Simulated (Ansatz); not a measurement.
# FH₄HfNO₂: one species, many methods

The task here is to estimate one member of a computed series from the others.

Computed with Ansatz 0.2.0, Gaussian basis. Level: functionals in def2-TZVPP, the program's frozen cores in correlated methods.

The runs, in order: PBE-D4, r2SCAN-D4, PBE0-D4, B3LYP-D4, ωB97X-V, ωB97M-V, B2PLYP; CCSD(T)/def2-TZVPP; MP2/def2-QZVPP; extrapolation to the limit.

## The relaxed structure

All runs share one geometry, relaxed beforehand with PBE0-D4 in a triple-zeta def2 set. Hf takes the def2 core potential; no spin-orbit term is included.

SMILES `[NH2][Hf]([OH])([OH])[F]`, 9 atoms, charge 0, spin multiplicity 1.

Atoms are counted from 1 here; the program's logs count them from 0.

Bond lengths: N1–Hf2 2.036 Å, N1–H6 1.010 Å, N1–H7 1.010 Å, Hf2–O3 1.922 Å, Hf2–O4 1.922 Å, Hf2–F5 1.927 Å, O3–H8 0.951 Å, O4–H9 0.951 Å. Angles: Hf2–N1–H6 125.6°, Hf2–N1–H7 125.6°, H6–N1–H7 108.8°, N1–Hf2–O3 107.3°, N1–Hf2–O4 107.3°, N1–Hf2–F5 109.6°, O3–Hf2–O4 116.4°, O3–Hf2–F5 108.0°, O4–Hf2–F5 108.1°, Hf2–O3–H8 166.7°, Hf2–O4–H9 166.6°.

Geometry (Å):

| atom | x (Å) | y (Å) | z (Å) |
| --- | --- | --- | --- |
| N1 | -0.2755 | -1.5149 | -0.6678 |
| Hf2 | 0.3395 | 0.3178 | -0.0295 |
| O3 | 0.5786 | 0.2094 | 1.8743 |
| O4 | -0.9458 | 1.6013 | -0.6571 |
| F5 | 2.0446 | 0.7414 | -0.8222 |
| H6 | -0.8390 | -1.6937 | -1.4863 |
| H7 | -0.0703 | -2.3941 | -0.2156 |
| H8 | 0.6698 | 0.3743 | 2.8060 |
| H9 | -1.5018 | 2.3586 | -0.8017 |

The first run:

in.yaml

```yaml
crystal:
  periodic: [false, false, false]
  atoms:
    - {symbol: N, position_ang: [-0.275481, -1.514908, -0.667781]}
    - {symbol: Hf, position_ang: [0.339470, 0.317774, -0.029503]}
    - {symbol: O, position_ang: [0.578554, 0.209363, 1.874260]}
    - {symbol: O, position_ang: [-0.945754, 1.601303, -0.657090]}
    - {symbol: F, position_ang: [2.044560, 0.741378, -0.822235]}
    - {symbol: H, position_ang: [-0.838992, -1.693683, -1.486339]}
    - {symbol: H, position_ang: [-0.070347, -2.394142, -0.215642]}
    - {symbol: H, position_ang: [0.669811, 0.374267, 2.806008]}
    - {symbol: H, position_ang: [-1.501820, 2.358648, -0.801668]}
basis:
  gaussian: {orbitals: def2-TZVPP}
hamiltonian: {xc: pbe, dispersion: d4}
output: {forces: true, orbitals: {seedname: orbitals}}
```

Started as:

```console
$ ansatz run in.yaml --threads 2 --pin off --events-out ev --progress --plain --max-ram 22528MiB --backend cpu
```

Among the steps run: PBE-D4 (GGA); r2SCAN-D4 (meta-GGA); PBE0-D4 (hybrid); B3LYP-D4 (hybrid); ωB97X-V (range-separated); ωB97M-V (range-separated); B2PLYP (double hybrid).

One of the session's tables, all rows but one given; the rest of the session is left out.

It belongs to the step «Orbital energies across the functionals». 

| functional | HOMO (eV) | gap (eV) |
| --- | --- | --- |
| PBE-D4 | -5.79 | 4.97 |
| r2SCAN-D4 | ? | ? |
| PBE0-D4 | -7.23 | 7.12 |
| B3LYP-D4 | -6.98 | 6.54 |
| ωB97X-V | -9.70 | 11.21 |
| ωB97M-V | -9.61 | 10.63 |

Estimate the missing values for r2SCAN-D4.

As computed: HOMO (eV): -6.09; gap (eV): 5.86. In the column «HOMO (eV)» it lies between B3LYP-D4 (-6.98) and PBE-D4 (-5.79).
